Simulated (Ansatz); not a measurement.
# YZr: the cost of one run

Computed with Ansatz 0.2.0, driven from Python. Level of theory: DFT PBEsol, plane waves, PAW.

## Step 1: The system

The structure is hexagonal, space group P-6m2 (No. 187). Conventional cell: a = 3.424 Å, b = 3.424 Å, c = 5.403 Å, α = 90.00°, β = 90.00°, γ = 120.00°. Around Y (site symmetry -6m2) lie 6 Zr at 3.35 Å and 6 Y at 3.42 Å. Around Zr (site symmetry -6m2) lie 6 Y at 3.35 Å and 6 Zr at 3.42 Å.

No structure file is read: the coordinates are typed or built in the script.

## Step 2: The script

run_eos.py reads:

```python
# -*- coding: utf-8 -*-
"""Bulk modulus of YZr from an E(V) curve."""

import warnings

import ansatz
from ase.eos import EquationOfState
from ase.units import GPa
import numpy as np

vectors0 = np.array([
    [3.42358, 0.0, 0.0],
    [-1.71179, 2.96491, 0.0],
    [0.0, 0.0, 5.40259],
])
sites = [
    ("Y", [2 / 3, 1 / 3, 0.5]),
    ("Zr", [1 / 3, 2 / 3, 0.0]),
]


def on_lattice(cell):
    crystal = ansatz.Crystal(lattice=ansatz.Lattice.of(cell))
    for symbol, position in sites:
        crystal = crystal.atom(symbol, position)
    return crystal


def main():
    warnings.simplefilter("ignore", ansatz.DeckWarning)

    # scale the volume, keep shape and fractions
    volumes, energies, pressures = [], [], []
    for scale in np.linspace(0.88, 1.12, 7):
        cell = vectors0 * scale ** (1 / 3)
        job = (
            on_lattice(cell).calculation()
            .functional("pbesol")
            .occupations("methfessel_paxton", width=0.05)
            .scf(tolerance=1e-09)
            .basis(500)
            .kpoints(10, 10, 6)
            .stress()
        )
        data = job.run(threads=1).report
        volumes.append(abs(np.linalg.det(cell)) / len(sites))
        energies.append(data["free_energy_ev"] / len(sites))
        pressures.append(np.trace(data["stress_gpa"]) / 3)
        print(f"V = {volumes[-1]:8.4f} A^3/atom  F = {energies[-1]:.5f} eV/atom  P = {pressures[-1]:8.3f} GPa")

    eos = EquationOfState(volumes, energies, eos="vinet")
    v0, e0, bulk = eos.fit()
    print(f"V0 = {v0:.4f} A^3/atom, E0 = {e0:.5f} eV/atom, B = {bulk / GPa:.1f} GPa")
    eos.plot("eos.png")


if __name__ == "__main__":
    main()
```

## Step 3: The input behind the calls

The engine receives this input (first run):

```yaml
crystal:
  lattice:
    - [3.2807618388486013, 0.0, 0.0]
    - [-1.6403809194243006, 2.841225729680804, 0.0]
    - [0.0, 0.0, 5.177215401113766]
  atoms:
    - { symbol: "Y", position: [0.6666666666666666, 0.3333333333333333, 0.5] }
    - { symbol: Zr, position: [0.3333333333333333, 0.6666666666666666, 0.0] }
basis:
  ecutwfc: 500.0
kpoints:
  mp_grid:
    grid: [10, 10, 6]
hamiltonian:
  xc: pbesol
scf:
  convergence:
    dr2_threshold: 1.0e-09
  occupations:
    method: methfessel_paxton
    width: 0.05
output:
  stress: true
```

## Step 4: Running it

The run is started by

```sh
python run_eos.py
```

Q: Estimate wall time and peak memory on 1 thread of Arm Neoverse V1, shared host.

About 46 s, with a peak of 0.48 GiB.
